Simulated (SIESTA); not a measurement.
**MoN2 under changes of volume**

One of the cells (8.720 Å³/atom); the others are scaled copies at fixed shape and fractional positions:

```xyz
6
Lattice="4.3481 0.0000 0.0000 0.0000 4.3481 0.0000 0.0000 0.0000 2.7675" Properties=species:S:1:pos:R:3 pbc="T T T"
Mo    0.0000    0.0000    0.0000
Mo    2.1740    2.1740    0.0000
N     2.6595    3.8626    1.3837
N     1.6886    0.4854    1.3837
N     0.4854    2.6595    1.3837
N     3.8626    1.6886    1.3837
```

Measurements of this composition are mostly on another form, of space group No. 160.

* Program: SIESTA 5.4.2
* Functional: LDA
* Potentials or basis: PseudoDojo 0.4 standard (LDA files)
* Basis: DZP (energy shift 0.003 Ry; two zetas on semicore shells)
* Grid cutoff: 800 Ry
* Energy shift: 0.003 Ry
* k mesh: 4 × 4 × 8
* Occupations: fermi-dirac, width 0.05 eV
* Spin: no spin polarisation

```csv
volume (Å³/atom),energy over the lowest point (meV/atom),pressure (GPa),largest force (eV/Å)
8.197,10.14,13.7,0.954
8.371,0.37,4.5,0.750
8.546,0.00,-3.7,0.557
8.720,8.06,-11.0,0.374
8.894,23.71,-17.6,0.198
9.069,46.13,-23.5,0.034
9.243,?,?,?
```

Q: What does the run at 9.243 Å³/atom give?

A: Energy over the lowest point 74.63 meV/atom; pressure -28.7 GPa; largest force 0.123 eV/Å.

Worked out: A Birch-Murnaghan fit of order 3 (a polynomial in V^(-2/3)) to the other rows has its minimum at 8.46 Å³/atom with B0 = V·E''(V) = 396 GPa and B' = 4.5 at fixed shape and positions, which overstates the stiffness. It gives 74.49 meV/atom at 9.243 Å³/atom, against the run's 74.63, and -dE/dV = -28.7 GPa, against -28.7.

Energies are extrapolated to zero smearing.

Caveats: some runs use coarse meshes; the basis of atomic orbitals isn't converged, which shifts pressures, moduli and gaps.
